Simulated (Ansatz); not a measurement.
# TiClF3: a ladder of functionals and wavefunction methods

The task here is to estimate one member of a computed series from the others.

The runs use Ansatz 0.2.0, Gaussian basis; functionals in def2-TZVPP, the program's frozen cores in correlated methods.

Levels to be run: LDA (SPW92), PBE-D4, revPBE-D4, BLYP-D4, r2SCAN-D4, B97M-V, PBE0-D4, B3LYP-D4, r2SCANh-D4, r2SCAN0-D4, HSE06-D4, BHLYP-D4, CAM-B3LYP-D4, LC-ωPBE, ωB97X-V, ωB97M-V, B2PLYP, PBE-QIDH; CCSD(T)/def2-SVP; CCSD(T)/def2-TZVPP; MP2/def2-QZVPP; extrapolation to the limit; RPA on PBE.

**The geometry**

All runs share one geometry, relaxed beforehand with PBE0-D4 in a triple-zeta def2 set.

SMILES `[F][Ti]([F])([F])[Cl]`, 5 atoms, charge 0, spin multiplicity 1.

Atoms are counted from 1 here; the program's logs count them from 0.

Bond lengths: F1–Ti2 1.736 Å, Ti2–F3 1.736 Å, Ti2–F4 1.736 Å, Ti2–Cl5 2.175 Å. Angles: F1–Ti2–F3 109.2°, F1–Ti2–F4 109.2°, F1–Ti2–Cl5 109.7°, F3–Ti2–F4 109.2°, F3–Ti2–Cl5 109.7°, F4–Ti2–Cl5 109.7°.

Geometry (Å):

| atom | x (Å) | y (Å) | z (Å) |
| --- | --- | --- | --- |
| F1 | -0.8875 | -0.3789 | 1.4687 |
| Ti2 | 0.0101 | -0.0966 | 0.0096 |
| F3 | 1.6429 | -0.6452 | 0.2272 |
| F4 | -0.7219 | -0.9813 | -1.2926 |
| Cl5 | 0.0062 | 2.0283 | -0.4543 |

Set-up of the first run:

The input, in.yaml:

```yaml
crystal:
  periodic: [false, false, false]
  atoms:
    - {symbol: F, position_ang: [-0.887486, -0.378873, 1.468673]}
    - {symbol: Ti, position_ang: [0.010099, -0.096642, 0.009616]}
    - {symbol: F, position_ang: [1.642858, -0.645201, 0.227181]}
    - {symbol: F, position_ang: [-0.721887, -0.981301, -1.292587]}
    - {symbol: Cl, position_ang: [0.006215, 2.028316, -0.454283]}
basis:
  gaussian: {orbitals: def2-TZVPP}
hamiltonian: {xc: lda}
output: {orbitals: {seedname: orbitals}}
```

Steps of the session up to this table: LDA; PBE-D4 (GGA); revPBE-D4 (GGA); BLYP-D4 (GGA); r2SCAN-D4 (meta-GGA); B97M-V (meta-GGA); PBE0-D4 (hybrid); B3LYP-D4 (hybrid); r2SCANh-D4 (hybrid); r2SCAN0-D4 (hybrid); HSE06-D4 (hybrid); BHLYP-D4 (hybrid); CAM-B3LYP-D4 (range-separated); LC-ωPBE-D4 (range-separated; the results give it without D4); ωB97X-V (range-separated); ωB97M-V (range-separated); B2PLYP (double hybrid); PBE-QIDH (double hybrid).

One table of the session follows, with a row left open; its other results are not shown here.

It belongs to the step «Orbital energies across the functionals». 

| functional | HOMO (eV) | LUMO (eV) | gap (eV) |
| --- | --- | --- | --- |
| LDA (SPW92) | -8.95 | -4.51 | 4.44 |
| PBE-D4 | -8.74 | -4.21 | 4.53 |
| revPBE-D4 | -8.66 | -4.11 | 4.55 |
| BLYP-D4 | -8.60 | -4.15 | 4.45 |
| r2SCAN-D4 | -9.14 | -4.21 | 4.93 |
| B97M-V | -9.21 | -4.21 | 5.00 |
| PBE0-D4 | -10.23 | -3.34 | 6.89 |
| B3LYP-D4 | -9.95 | -3.63 | 6.32 |
| r2SCANh-D4 | -9.68 | -3.86 | 5.82 |
| r2SCAN0-D4 | -10.50 | -3.32 | 7.18 |
| HSE06-D4 | -9.82 | -3.72 | 6.10 |
| BHLYP-D4 | ? | ? | ? |
| CAM-B3LYP-D4 | -11.62 | -2.25 | 9.36 |
| LC-ωPBE | -12.99 | -1.05 | 11.94 |
| ωB97X-V | -12.62 | -1.05 | 11.57 |
| ωB97M-V | -12.48 | -1.03 | 11.45 |

**Question.** Estimate the row for BHLYP-D4.

Worked estimate for «HOMO (eV)». Against the share of exact exchange, BLYP-D4 (0, -8.60), B3LYP-D4 (0.2, -9.95) give a slope of -6.75 per unit share; at 0.5 the line stands at -11.97.

**Answer.** HOMO (eV): -11.58; LUMO (eV): -2.28; gap (eV): 9.30. In «HOMO (eV)» the line misses by -0.39.
